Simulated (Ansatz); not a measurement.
# TiHg: stress in a strained cell

Aim: deform TiHg (zz strain of +2 %) and compute stress, forces and field gradients with LAPW, PAW and all-electron datasets made for the crystal.

Program: Ansatz 0.2.0. Level of theory: DFT LDA, scalar-relativistic. These are calculated values, not measurements.

### 1 The structure to begin with

The structure is tetragonal, space group P4/mmm (No. 123). Conventional cell: a = 3.009 Å, b = 3.009 Å, c = 4.041 Å, α = 90.00°, β = 90.00°, γ = 90.00°. Around Ti (site symmetry 4/mmm) lie 8 Hg at 2.93 Å and 4 Ti at 3.01 Å. Around Hg (site symmetry 4/mmm) lie 8 Ti at 2.93 Å and 4 Hg at 3.01 Å.

Coordinates:

```cif
data_structure
_symmetry_space_group_name_H-M 'P 1'
_symmetry_Int_Tables_number 1
_cell_length_a 3.0090
_cell_length_b 3.0090
_cell_length_c 4.0410
_cell_angle_alpha 90.000
_cell_angle_beta 90.000
_cell_angle_gamma 90.000
_cell_volume 36.59
loop_
_atom_site_label
_atom_site_type_symbol
_atom_site_fract_x
_atom_site_fract_y
_atom_site_fract_z
_atom_site_occupancy
Ti1 Ti 0.50000 0.50000 0.50000 1
Hg1 Hg 0.00000 0.00000 0.00000 1
```

Atoms are numbered in the order of the input: Ti1, Hg2.

### 2 The deformed structure

Space group P4/mmm before, P4/mmm after.

### 3 Full-potential LAPW

File input.yaml:

```yaml
crystal:
  lattice:
    - [3.009, 0.0, 0.0]
    - [0.0, 3.009, 0.0]
    - [0.0, 0.0, 4.12182]
  atoms:
    - { symbol: Ti, position: [0.5, 0.5, 0.5] }
    - { symbol: Hg, position: [0.0, 0.0, 0.0] }
kpoints:
  mp_grid: { grid: [14, 14, 10] }
  band_path:
    path:
      - [0.0, 0.0, 0.0]
      - [0.0, 0.5, 0.0]
      - [0.5, 0.5, 0.0]
      - [0.0, 0.0, 0.0]
      - [0.0, 0.0, 0.5]
      - [0.0, 0.5, 0.5]
      - [0.5, 0.5, 0.5]
      - [0.0, 0.0, 0.5]
      - [0.0, 0.5, 0.0]
    npoints: 5
scf:
  occupations: { method: fermi_dirac, width: 0.08 }
hamiltonian:
  xc: lda
  pseudopotentials: { kind: all_electron, lapw: { basis_error: 0.001 } }
output:
  forces: true
  stress: true
  eigenvalues: true
```

Started as:

```bash
> ansatz run input.yaml --threads 1 --pin off --max-ram 3072MiB --backend cpu --events-out ev --progress --plain --runs-dir out
```

### 4 PAW on the default files

File input.yaml:

```yaml
crystal:
  lattice:
    - [3.009, 0.0, 0.0]
    - [0.0, 3.009, 0.0]
    - [0.0, 0.0, 4.12182]
  atoms:
    - { symbol: Ti, position: [0.5, 0.5, 0.5] }
    - { symbol: Hg, position: [0.0, 0.0, 0.0] }
kpoints:
  mp_grid: { grid: [14, 14, 10] }
scf:
  occupations: { method: fermi_dirac, width: 0.08 }
hamiltonian:
  xc: lda
  pseudopotentials: { kind: paw }
output:
  forces: true
  stress: true
  eigenvalues: true
  efg: { contact_densities: true }
```

### 5 Datasets made for this crystal

input.yaml, as its differences from that of step 4:

```diff
@@ -14,3 +14,3 @@
   xc: lda
-  pseudopotentials: { kind: paw }
+  pseudopotentials: { kind: all_electron, datasets: crystal }
 output:
```

(Steps that only read results are left out.)

**Question.** What will these runs give? Wanted: pressure; largest shear or deviatoric stress.

**Answer**, as computed:

```
                                 quantity                                              value
                                 pressure  LAPW -8.66, PAW -8.66, crystal datasets -8.65 GPa
largest shear or deviatoric stress (LAPW)                                           0.30 GPa
```

The largest part of the stress beyond the pressure is 0.30 GPa in size, in the zz component; the atoms are carried along and not relaxed. No run of the undeformed cell stands beside it, so the pressure holds what the given cell had before the change. PAW: stress within 0.01 GPa of LAPW. Crystal datasets: stress within 0.01 GPa of LAPW. Spin-orbit coupling is left out, though the cell holds Hg; in elements this heavy it can shift bands and gaps by tenths of an eV.
